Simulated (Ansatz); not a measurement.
**F3H2HfN: one species, many methods**

An exercise on one series of results from a longer session: the logs are not shown, and one member is left open.

Program: Ansatz 0.2.0, Gaussian basis. Level of theory: functionals in def2-TZVPP, the program's frozen cores in correlated methods. These are calculated values, not measurements.

Levels to be run: LDA (SPW92), PBE-D4, revPBE-D4, BLYP-D4, r2SCAN-D4, B97M-V, PBE0-D4, B3LYP-D4, r2SCANh-D4, r2SCAN0-D4, HSE06-D4, BHLYP-D4, CAM-B3LYP-D4, LC-ωPBE, ωB97X-V, ωB97M-V, B2PLYP, PBE-QIDH; CCSD(T)/def2-SVP; CCSD(T)/def2-TZVPP; MP2/def2-QZVPP; extrapolation to the limit; RPA on PBE.

## The relaxed structure

All runs share one geometry, relaxed beforehand with PBE0-D4 in a triple-zeta def2 set. Hf takes the def2 core potential; no spin-orbit term is included.

SMILES `[NH2][Hf]([F])([F])[F]`, 7 atoms, charge 0, spin multiplicity 1.

Atoms are counted from 1 here; the program's logs count them from 0.

Bond lengths: N1–Hf2 2.017 Å, N1–H6 1.011 Å, N1–H7 1.011 Å, Hf2–F3 1.908 Å, Hf2–F4 1.905 Å, Hf2–F5 1.910 Å. Angles: Hf2–N1–H6 125.1°, Hf2–N1–H7 126.2°, H6–N1–H7 108.7°, N1–Hf2–F3 108.8°, N1–Hf2–F4 107.2°, N1–Hf2–F5 109.7°, F3–Hf2–F4 113.2°, F3–Hf2–F5 107.1°, F4–Hf2–F5 110.9°.

The first run:

in.yaml

```yaml
crystal:
  periodic: [false, false, false]
  atoms:
    - {symbol: N, position_ang: [-0.669195, 0.793544, 0.687040]}
    - {symbol: Hf, position_ang: [0.404163, -0.504853, -0.422624]}
    - {symbol: F, position_ang: [1.623764, -1.427947, 0.718092]}
    - {symbol: F, position_ang: [-0.834951, -1.663405, -1.289657]}
    - {symbol: F, position_ang: [1.449552, 0.453215, -1.702566]}
    - {symbol: H, position_ang: [-1.672311, 0.908624, 0.639455]}
    - {symbol: H, position_ang: [-0.301022, 1.440821, 1.370260]}
basis:
  gaussian: {orbitals: def2-TZVPP}
hamiltonian: {xc: lda}
output: {orbitals: {seedname: orbitals}}
```

Started as:

```console
ansatz run in.yaml --threads 4 --pin off --events-out ev --progress --plain --max-ram 10444MiB
```

Steps of the session up to this table: LDA; PBE-D4 (GGA); revPBE-D4 (GGA); BLYP-D4 (GGA); r2SCAN-D4 (meta-GGA); B97M-V (meta-GGA); PBE0-D4 (hybrid); B3LYP-D4 (hybrid); r2SCANh-D4 (hybrid); r2SCAN0-D4 (hybrid); HSE06-D4 (hybrid); BHLYP-D4 (hybrid); CAM-B3LYP-D4 (range-separated); LC-ωPBE (range-separated); ωB97X-V (range-separated); ωB97M-V (range-separated); B2PLYP (double hybrid); PBE-QIDH (double hybrid).

One table of the session follows, with a row left open; its other results are not shown here.

It belongs to the step «Orbital energies across the functionals». 

| functional | HOMO (eV) | gap (eV) |
| --- | --- | --- |
| LDA (SPW92) | -6.91 | 5.19 |
| PBE-D4 | -6.67 | 5.26 |
| revPBE-D4 | -6.58 | 5.30 |
| BLYP-D4 | ? | ? |
| r2SCAN-D4 | -6.98 | 5.87 |
| B97M-V | -7.01 | 5.80 |
| PBE0-D4 | -8.14 | 7.55 |
| B3LYP-D4 | -7.89 | 6.96 |
| r2SCANh-D4 | -7.53 | 6.75 |
| r2SCAN0-D4 | -8.36 | 8.05 |
| HSE06-D4 | -7.73 | 6.79 |
| BHLYP-D4 | -9.51 | 9.40 |
| CAM-B3LYP-D4 | -9.60 | 9.65 |
| LC-ωPBE | -11.00 | 12.29 |
| ωB97X-V | -10.60 | 11.69 |
| ωB97M-V | -10.51 | 11.12 |

**Question.** Estimate the row for BLYP-D4.

Worked estimate for «HOMO (eV)». Against the share of exact exchange, B3LYP-D4 (0.2, -7.89), BHLYP-D4 (0.5, -9.51) give a slope of -5.40 per unit share; at 0 the line stands at -6.81.

The run gave: HOMO (eV): -6.55; gap (eV): 5.18. In «HOMO (eV)» the line misses by -0.26.
